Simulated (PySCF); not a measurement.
# F3H2LaO (La(F)3(H2O)-): the cost of one run

Program: PySCF 2.14.0. Level of theory: PBE0, La lcecp-0-SVP with ECP47, F def2-SVP, O def2-SVP, H def2-SVP; scalar-relativistic core potentials, no spin–orbit coupling. These are calculated values, not measurements.

1 further run of the same task is left out (for a known fault of the program).

## (1) The starting structure

7 atoms, charge -1, spin multiplicity 1.

Bond lengths: La1–F2 2.322 Å, La1–F3 2.322 Å, La1–F4 2.322 Å, La1–O5 2.720 Å, O5–H6 0.970 Å, O5–H7 0.970 Å. Angles: F2–La1–F3 109.5°, F2–La1–F4 109.5°, F2–La1–O5 109.5°, F3–La1–F4 109.5°, F3–La1–O5 109.5°, F4–La1–O5 109.5°, La1–O5–H6 127.5°, La1–O5–H7 127.5°, H6–O5–H7 105.1°.

Coordinates:

| atom | x (Å) | y (Å) | z (Å) |
| --- | --- | --- | --- |
| La1 | 0.0000 | 0.0000 | 0.0000 |
| F2 | 1.3406 | 1.3406 | 1.3406 |
| F3 | -1.3406 | -1.3406 | 1.3406 |
| F4 | 1.3406 | -1.3406 | -1.3406 |
| O5 | -1.5704 | 1.5704 | -1.5704 |
| H6 | -1.9110 | 2.4555 | -1.3666 |
| H7 | -1.9110 | 1.3666 | -2.4555 |

Formal oxidation states: La +2. Each metal's 1 4f electrons lie in its core potential, so multiplicities, spins and levels count the valence alone. For divalent La, Ce, Gd or Lu the extra electron is normally 5d or 6s, so this core forces an excited configuration.

## (2) SCF at the start, singlet

The input, run.py (the lines that set the calculation):

```python
mol = gto.M(atom='''
La     0.00000     0.00000     0.00000
F      1.34060     1.34060     1.34060
F     -1.34060    -1.34060     1.34060
F      1.34060    -1.34060    -1.34060
O     -1.57040     1.57040    -1.57040
H     -1.91100     2.45550    -1.36660
H     -1.91100     1.36660    -2.45550''',
    basis={'La': 'lcecp-0-SVP', 'F': 'def2-SVP', 'O': 'def2-SVP', 'H': 'def2-SVP'},
    ecp={'La': 'lcecp-0-SVP'},
    charge=-1, spin=0)
mf = dft.RKS(mol, xc='PBE0')
mf.grids.atom_grid = (50, 194)  # f atoms: unpruned, at least (60, 302)
mf = mf.density_fit()  # fitting sets: La AutoAux, F def2-universal-JKFIT, O def2-universal-JKFIT, H def2-universal-JKFIT
mf.conv_tol = 1e-08; mf.max_cycle = 55
mf.kernel(dm0)  # dm0: free metal ions and neutral atoms
```

On the command line:

```sh
$ OMP_NUM_THREADS=2 python run.py
```

**Question.** How long does this run take on 2 threads of Arm Neoverse V1, shared host, and how much memory does it need?

About 3.1 s, with a peak of 0.54 GiB.
